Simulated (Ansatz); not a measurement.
HPbNO4:

```xyz
7
Lattice="3.8571 0.0018 -0.0366 0.1735 4.3344 -0.0165 0.7580 0.8387 5.8766" Properties=species:S:1:pos:R:3 pbc="T T T"
H     2.6784    4.0493    1.1289
Pb    3.2640    2.7055    5.3570
N     3.1776    1.4531    2.9117
O     1.3252    2.6900    4.5562
O     2.9731    4.6255    2.8902
O     2.3661    4.0462    0.1903
O     3.3249    2.1006    1.8421
```

The cell was built by a generator and needn't be a form met in nature.

```yaml
Program: Ansatz 0.2.0
Task: relaxation of cell and atoms
Functional: PBE
Dispersion: D3(BJ)
Potentials_or_basis: Ansatz PAW
Cutoff: "420 eV (not typed: the program's choice for these potentials)"
k_mesh: 5 × 5 × 4
Occupations: fermi-dirac, width 0.05 eV
Spin: no spin polarisation
```

At the start: volume 14.06 Å³/atom.

How do energy, volume and symmetry change on relaxing?

It ends after 24 steps and the volume is 12.91 Å³/atom (-8.2 %); space group P1 (No. 1, to 0.05 Å).

Step by step:
```csv
step,energy change (eV),largest force (eV/Å),volume (Å³)
1,0.0000,0.0705,98.41
2,-0.0257,0.1183,95.02
3,-0.0316,0.2249,94.04
4,-0.0414,0.1635,93.31
5,-0.0441,0.1368,93.26
6,-0.0464,0.1207,92.96
7,-0.0469,0.0527,92.96
8,-0.0490,0.0427,92.62
9,-0.0495,0.0247,92.52
10,-0.0499,0.0235,92.44
11,-0.0499,0.0082,92.44
12,-0.0359,0.0110,92.44
13,-0.0405,0.0515,91.71
14,-0.0436,0.0555,91.14
15,-0.0440,0.0321,91.06
16,-0.0445,0.0281,90.98
17,-0.0446,0.0203,90.95
18,-0.0447,0.0101,90.93
19,-0.0393,0.0102,90.93
20,-0.0417,0.0238,90.43
21,-0.0416,0.0066,90.48
22,-0.0397,0.0065,90.48
23,-0.0402,0.0095,90.36
24,-0.0397,0.0094,90.36
```

Final structure:
```cif
data_structure
_symmetry_space_group_name_H-M 'P 1'
_symmetry_Int_Tables_number 1
_cell_length_a 3.7383
_cell_length_b 4.2383
_cell_length_c 5.9107
_cell_angle_alpha 79.778
_cell_angle_beta 79.919
_cell_angle_gamma 83.125
_cell_volume 90.36
loop_
_atom_site_label
_atom_site_type_symbol
_atom_site_fract_x
_atom_site_fract_y
_atom_site_fract_z
_atom_site_occupancy
H1 H 0.57376 0.89490 0.21442 1
Pb1 Pb 0.63803 0.45089 0.92099 1
N1 N 0.75731 0.21343 0.49485 1
O1 O 0.17204 0.51648 0.76259 1
O2 O 0.63249 0.95839 0.49729 1
O3 O 0.51138 0.93367 0.05473 1
O4 O 0.83404 0.40129 0.30512 1
```

Caveat: the plane-wave basis is chosen anew once the cell has moved, so the energies of steps on either side of that aren't comparable; the pressure holds a Pulay correction of +0.7 GPa for the finite cutoff.
